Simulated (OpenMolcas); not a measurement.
**CH3ClF2Si (SMILES C[Si](F)(F)Cl): levels of theory compared**

Aim: a comparison of 6 runs (HF/STO-3G, B2PLYP/def2-SVP, B3LYP/def2-SVP, BLYP/def2-SVP, M06-2X/def2-SVP, MP2/def2-SVP) of CH3ClF2Si. 

Program for the calculation: OpenMolcas 26.06.

1 further run of the same task is left out (set aside as unsound or not needed).

### Step 1. The system as given

The species is CH3ClF2Si (8 atoms), meant as a singlet with charge 0. SMILES: `C[Si](F)(F)Cl`. Geometry: relaxed at PBE0-D4/def2-TZVP.

Bond lengths: C1–Si2 1.832 Å, Si2–F3 1.582 Å, Si2–F4 1.582 Å, Si2–Cl5 2.029 Å, C1–H6 1.092 Å, C1–H7 1.092 Å, C1–H8 1.091 Å. Some angles: C1–Si2–F3 111.0°, C1–Si2–F4 111.0°, C1–Si2–Cl5 112.6°, F3–Si2–F4 106.6°, F3–Si2–Cl5 107.7°, F4–Si2–Cl5 107.8°, Si2–C1–H6 110.1°, Si2–C1–H7 110.4°, Si2–C1–H8 110.4°, H6–C1–H7 108.6°.

### Step 2. Energy and forces at HF/STO-3G (run 1)

mol.input

```
* CH3ClF2Si Hartree-Fock

&GATEWAY
  BASLIB=$CurrDir
  COORD
  8
  angstrom
  C       -0.808500      -0.299000       0.512200
  Si       0.690600       0.151400      -0.439200
  F        1.987000      -0.472300       0.219100
  F        0.616200      -0.415600      -1.914200
  Cl       0.963100       2.158500      -0.560900
  H       -0.917100      -1.385400       0.549800
  H       -0.740200       0.080400       1.533400
  H       -1.698800       0.124800       0.044100
  BASIS=STO-3G
  GROUP=NoSym

&SEWARD

&SCF
  THRESHOLDS=1e-10 1e-07 1e-07 1e-05
  PRORBITALS=1 2

&ALASKA
```

The basis set STO-3G is read from a file made from the Basis Set Exchange's data (not shown).

Command:

```console
$ export MOLCAS_MEM=1860
$ pymolcas mol.input > mol.log
```

The program printed:

```text
--- Start Module: gateway ---
[...]
--- Stop Module: gateway /rc=_RC_ALL_IS_WELL_ ---
[...]
      Basis functions           36
[...]
--- Start Module: scf ---
[...]
       Convergence after  11 Iterations
[...]
::    Total SCF energy                               -975.5390098155
[...]
      Total spin, S                                     0.0000000000
[...]
      Total electronic charge=   58.000000
      Total            charge=   -0.000000
[...]
      Dipole Moment (debye):
      Origin of the operator (angstrom)=    0.7707    0.5007   -0.4813
                   X= -1.5316E+00               Y= -2.0536E+00               Z=  9.2906E-01           Total=  2.7251E+00
      Quadrupole Moment (debye*angstrom):
[...]
--- Stop Module: scf /rc=_RC_ALL_IS_WELL_ ---
--- Start Module: alaska ---
[...]
 *              Molecular gradients               *
 **************************************************
  Irreducible representation: a
 ------------------------------------------------------------------------------------------
                              X                       Y                       Z
 ------------------------------------------------------------------------------------------
  C1                1.07884204941175E-02   -1.77521979040129E-03   -7.02793279680858E-03
  SI2               5.39853763560938E-03    2.29630065059510E-02   -2.95917869721984E-03
  F3               -1.14120190272367E-02    4.14825791641071E-03   -4.91129288609393E-03
  F4               -1.71622846864894E-04    3.71516853446074E-03    1.26604331764923E-02
  CL5              -2.15651342283563E-03   -2.86220895836387E-02    6.25554897637270E-04
  H6                1.29030934880703E-04   -9.34668609002109E-03   -3.51839241283791E-04
  H7                2.99277416603050E-03    4.25903548653772E-03    7.65454081708583E-03
  H8               -5.56860793365743E-03    4.65852702058589E-03   -5.69028526983661E-03
[...]
--- Stop Module: alaska /rc=_RC_ALL_IS_WELL_ ---
[...]
```

It took 1.4 s on 1 thread of Intel Xeon 6975P-C (Granite Rapids), shared host; peak memory 0.37 GiB.

### Step 3. A single-point energy at B2PLYP/def2-SVP (run 2)

calc.input

```
* CH3ClF2Si Kohn-Sham DFT

&gateway
  baslib
  $CurrDir
  coord
  8
  angstrom
  C       -0.808500      -0.299000       0.512200
  Si       0.690600       0.151400      -0.439200
  F        1.987000      -0.472300       0.219100
  F        0.616200      -0.415600      -1.914200
  Cl       0.963100       2.158500      -0.560900
  H       -0.917100      -1.385400       0.549800
  H       -0.740200       0.080400       1.533400
  H       -1.698800       0.124800       0.044100
  basis
  def2-SVP
  group
  NoSym

&seward
  gridinput
  Grid=UltraFine
  End of Grid

&scf
  ksdft
  B2PLYP_SCF
  thresholds
  1e-10 1e-07 1e-07 1e-05
  prorbitals
  1 2

&mbpt2
  frozen
  13
```

The basis set def2-SVP is read from a file made from the Basis Set Exchange's data (not shown).

Command:

```console
$ export MOLCAS_MEM=1860
$ pymolcas calc.input > calc.log
```

The program printed:

```text
--- Start Module: gateway ---
[...]
--- Stop Module: gateway /rc=_RC_ALL_IS_WELL_ ---
[...]
      Basis functions           93
[...]
--- Start Module: scf ---
[...]
       Convergence after  14 Iterations
[...]
::    Total KS-DFT energy                            -988.3553438662
[...]
      Total spin, S                                     0.0000000000
[...]
      Total electronic charge=   58.000000
      Total            charge=   -0.000000
[...]
      Dipole Moment (debye):
      Origin of the operator (angstrom)=    0.7707    0.5007   -0.4813
                   X= -1.9580E+00               Y= -3.3556E-01               Z=  1.2486E+00           Total=  2.3464E+00
      Quadrupole Moment (debye*angstrom):
[...]
--- Stop Module: scf /rc=_RC_ALL_IS_WELL_ ---
[...]
--- Start Module: mbpt2 ---
[...]
 ###    WARNING: MP2 implementation intended for RHF references only         ###
 ###############################################################################
MBPT2 WARNING: Reference function according to RunFile:KS-DFT
I'll assume you know what you're doing and continue
WARNING!
Default frozen orbitals as non valence orbitals is overwritten by user input.
Default values:  10
[...]
       Reference weight ( Cref**2 )         =        0.76674
::    Total MBPT2 energy                             -989.2398390530
[...]
      Total MBPT2 calculations                           0.25      0.29
--- Stop Module: mbpt2 /rc=_RC_ALL_IS_WELL_ ---
[...]
```

It took 17 s on 1 thread of Intel Xeon 6975P-C (Granite Rapids), shared host; peak memory 0.51 GiB.

Runs 3 to 4 aren't shown in full; the table further down has their settings and results.

### Step 4. Energy and gradient at M06-2X/def2-SVP (run 5)

geom.xyz

```xyz
8

C     -0.808500    -0.299000     0.512200
Si     0.690600     0.151400    -0.439200
F      1.987000    -0.472300     0.219100
F      0.616200    -0.415600    -1.914200
Cl     0.963100     2.158500    -0.560900
H     -0.917100    -1.385400     0.549800
H     -0.740200     0.080400     1.533400
H     -1.698800     0.124800     0.044100
```

test.input

```
* CH3ClF2Si Kohn-Sham DFT

&GATEWAY
 BASLIB=$CurrDir
 COORD=geom.xyz
 BASIS=def2-SVP
 GROUP=NoSym

&SEWARD
 GRIDINPUT
 Grid=UltraFine
 End of Grid

&SCF
 KSDFT=M062X
 THRESHOLDS=1e-10 1e-07 1e-07 1e-05
 PRORBITALS=1 1

&ALASKA
```

The basis set def2-SVP is read from a file made from the Basis Set Exchange's data (not shown).

Command:

```console
$ export MOLCAS_MEM=1860
$ pymolcas test.input > test.log
```

The program printed:

```text
--- Start Module: gateway ---
[...]
--- Stop Module: gateway /rc=_RC_ALL_IS_WELL_ ---
[...]
      Basis functions           93
[...]
--- Start Module: scf ---
[...]
       Convergence after  13 Iterations
[...]
::    Total KS-DFT energy                            -988.9460629347
[...]
      Total spin, S                                     0.0000000000
[...]
      Total electronic charge=   58.000000
      Total            charge=   -0.000000
[...]
      Dipole Moment (debye):
      Origin of the operator (angstrom)=    0.7707    0.5007   -0.4813
                   X= -1.9193E+00               Y= -4.2912E-01               Z=  1.2213E+00           Total=  2.3151E+00
      Quadrupole Moment (debye*angstrom):
[...]
--- Stop Module: scf /rc=_RC_ALL_IS_WELL_ ---
[...]
--- Start Module: alaska ---
[...]
 *              Molecular gradients               *
 **************************************************
  Irreducible representation: a
 ------------------------------------------------------------------------------------------
                              X                       Y                       Z
 ------------------------------------------------------------------------------------------
  C1               -2.64892525318139E-03   -1.03614152678810E-03    1.64169381137125E-03
  SI2               1.34470734516050E-02   -8.48189066240668E-03   -8.95745455712049E-03
  F3               -1.51030451578116E-02    6.94941340842270E-03   -7.53429165040131E-03
  F4                7.43424842898133E-04    6.32259031615945E-03    1.72056507794842E-02
  CL5              -5.08507442502193E-04   -4.70469056232758E-03    2.00524816001302E-04
  H6                4.20381150247895E-04    4.47840082804696E-03   -1.34128377165088E-04
  H7               -2.40779940067826E-04   -1.67002553351714E-03   -4.40742410872463E-03
  H8                3.89037834881556E-03   -1.85765626760004E-03    1.98542928646783E-03
[...]
--- Stop Module: alaska /rc=_RC_ALL_IS_WELL_ ---
[...]
```

It took 26 s on 1 thread of Intel Xeon 6975P-C (Granite Rapids), shared host; peak memory 0.51 GiB.

### Step 5. A single-point energy at MP2/def2-SVP (run 6)

calc.inp

```
* CH3ClF2Si MP2
&GATEWAY
BasLib = $CurrDir
Coord
8
bohr
C     -1.52784357    -0.56502811     0.96791772
Si     1.30504486     0.28610454    -0.82996771
F      3.75488581    -0.89251765     0.41403899
F      1.16444924    -0.78537018    -3.61731375
Cl     1.81999523     4.07897384    -1.05994738
H     -1.73306783    -2.61802657     1.03897142
H     -1.39877528     0.15193398     2.89770604
H     -3.21026674     0.23583782     0.08333692
Basis = def2-SVP
Group = NoSym
&SEWARD
&SCF
Thresholds = 1e-10 1e-07 1e-07 1e-05
PrOrbitals = 1 1
&MBPT2
Frozen = 13
```

The basis set def2-SVP is read from a file made from the Basis Set Exchange's data (not shown).

Command:

```console
$ export MOLCAS_MEM=1860
$ pymolcas calc.inp > calc.log
```

The program printed:

```text
--- Start Module: gateway ---
[...]
--- Stop Module: gateway /rc=_RC_ALL_IS_WELL_ ---
[...]
      Basis functions           93
[...]
--- Start Module: scf ---
[...]
       Convergence after  14 Iterations
[...]
::    Total SCF energy                               -986.6980594681
[...]
      Total spin, S                                     0.0000000000
[...]
      Total electronic charge=   58.000000
      Total            charge=   -0.000000
[...]
      Dipole Moment (debye):
      Origin of the operator (angstrom)=    0.7707    0.5007   -0.4813
                   X= -2.0635E+00               Y= -3.4140E-01               Z=  1.3162E+00           Total=  2.4712E+00
      Quadrupole Moment (debye*angstrom):
[...]
--- Stop Module: scf /rc=_RC_ALL_IS_WELL_ ---
[...]
--- Start Module: mbpt2 ---
[...]
WARNING!
Default frozen orbitals as non valence orbitals is overwritten by user input.
Default values:  10
[...]
       Reference weight ( Cref**2 )         =        0.83138
::    Total MBPT2 energy                             -987.4334062800
[...]
      Total MBPT2 calculations                           0.25      0.30
--- Stop Module: mbpt2 /rc=_RC_ALL_IS_WELL_ ---
[...]
```

It took 6 s on 1 thread of Intel Xeon 6975P-C (Granite Rapids), shared host; peak memory 0.51 GiB.

### Step 6. All runs side by side

```tsv
run	level	task	frozen core orbitals	energy (Eh)	dipole moment (D) of the reference	HOMO energy (eV)	LUMO energy (eV)	wall time
1	HF/STO-3G	gradient	–	-975.539010	2.73	-10.57	9.61	1.4 s
2	B2PLYP/def2-SVP	energy	13	-988.594158	2.35	-10.75	2.39	17 s
3	B3LYP/def2-SVP	gradient	–	-989.089371	2.23	-9.14	1.04	21 s
4	BLYP/def2-SVP	gradient	–	-988.999720	2.10	-7.74	0.50	21 s
5	M06-2X/def2-SVP	gradient	–	-988.946063	2.32	-10.83	2.13	26 s
6	MP2/def2-SVP	energy	13	-987.433406	2.47	-13.00	4.32	6 s
```

### Step 7. What came out

| quantity | value |
| --- | --- |
| run 6: total energy | -987.43341 Eh |
| run 6: dipole moment (mean-field density) | 2.47 D |
| run 6: HOMO energy (Hartree–Fock orbitals) | -13.00 eV |
| run 6: LUMO energy (Hartree–Fock orbitals) | 4.32 eV |
| run 6: HOMO–LUMO gap (Hartree–Fock orbitals) | 17.32 eV |
| run 6: correlation energy (13 core orbitals frozen) | -735.3 mEh |

What this shows: Over runs 1, 2, 3, 4, 5 the dipole moment (its size) runs from 2.10 D (BLYP/def2-SVP) to 2.73 D (HF/STO-3G). The two ends differ in method and basis. Over runs 1, 2, 3, 4, 5 the HOMO–LUMO gap runs from 8.24 eV (BLYP/def2-SVP) to 20.18 eV (HF/STO-3G). For B2PLYP the log adds the whole second-order term; the table takes 0.27 of it, as the functional is defined. Totals of different functionals can't be ranked against each other. In run 1 the basis is minimal, so the values are rough. All runs together took 92 s, the longest 26 s.
